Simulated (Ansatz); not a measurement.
# CuB2 (AlB2 type): equation of state and elastic constants

One table from this session's results is given with a row withheld; the runs are named, their logs left out.

Computed with Ansatz 0.2.0 (DFT PBEsol, scalar-relativistic, plane waves, PAW, unless a step's input says otherwise).

### The system as given

The structure is hexagonal, space group P6/mmm (No. 191). The conventional cell has a = 2.976 Å, b = 2.976 Å, c = 3.288 Å, α = 90.00°, β = 90.00°, γ = 120.00°. Around Cu (site symmetry 6/mmm) lie 12 B at 2.38 Å. B (site symmetry -6m2) has 3 B at 1.72 Å and 6 Cu at 2.38 Å as nearest neighbours.

Structure file:

```
Cu B
1.0
     2.97635    0.00000    0.00000
    -1.48818    2.57760    0.00000
     0.00000    0.00000    3.28843
Cu B
1 2
Direct
  0.00000 0.00000 0.00000
  0.33333 0.66667 0.50000
  0.66667 0.33333 0.50000
```

This cell comes from an earlier session at PBEsol: 8.409 Å³/atom at 0.00 GPa, on a 12×12×10 mesh.

Volume factors to run: 0.980, 1.020, 0.960, 1.040.

Set-up of the first run:

Contents of input.yaml:

```yaml
crystal:
  lattice:
    - [2.9563756407, 0.0, 0.0]
    - [-1.4781878204, 2.5602964079, 0.0]
    - [0.0, 0.0, 3.2663561376]
  atoms:
    - { symbol: Cu, position: [0.0, 0.0, 0.0] }
    - { symbol: B, position: [0.3333333333, 0.6666666667, 0.5] }
    - { symbol: B, position: [0.6666666667, 0.3333333333, 0.5] }
basis:
  ecutwfc: 420
  ecutrho_ratio: 4
kpoints:
  mp_grid: { grid: [12, 12, 10] }
hamiltonian:
  xc: pbesol
scf:
  occupations: { method: gaussian, width: 0.05 }
output:
  forces: true
  stress: true
  eigenvalues: true
relax:
  f_tol: 0.01
  max_steps: 40
  cell: { stress_tol: 0.1, fix: [volume] }
```

On the command line:

```
$ ansatz run input.yaml --threads 4 --pin off --max-ram 4096MiB --backend cpu --events-out ev --progress --plain --runs-dir out
```

Among the steps run: At 0.980 of the relaxed volume; Scaling the volume by 1.020; At 0.960 of the relaxed volume; Scaling the volume by 1.040.

One table of the session follows, with a row left open; its other results are not shown here.

```
volume (Å³/atom)  energy (meV/atom)  pressure (GPa)
           8.073               8.27            8.29
           8.241                  ?               ?
           8.409               0.00            0.00
           8.578               1.89           -3.45
           8.746               7.11           -6.49
```

**Question.** Estimate the row for volume (Å³/atom) = 8.241.

Worked estimate for «energy (meV/atom)». A straight line through the neighbours (8.073, 8.27) and (8.409, 0.00) gives 8.27 + (0.00 − 8.27) × (8.241 − 8.073) / (8.409 − 8.073) = 4.14; a parabola fitted to 3 rows on both sides gives 2.13.

As computed: energy (meV/atom): 1.94; pressure (GPa): 3.88. In «energy (meV/atom)» the line misses by +2.20 and the parabola by +0.19.

volume (Å³/atom), energy (meV/atom) and a bar:
```
     8.07        8.3 ##############################
     8.24        1.9 #######
     8.41        0.0 
     8.58        1.9 #######
     8.75        7.1 ##########################
```

Caveats from the session: Warnings in the runs' records: elastic relaxation far from harmonic.
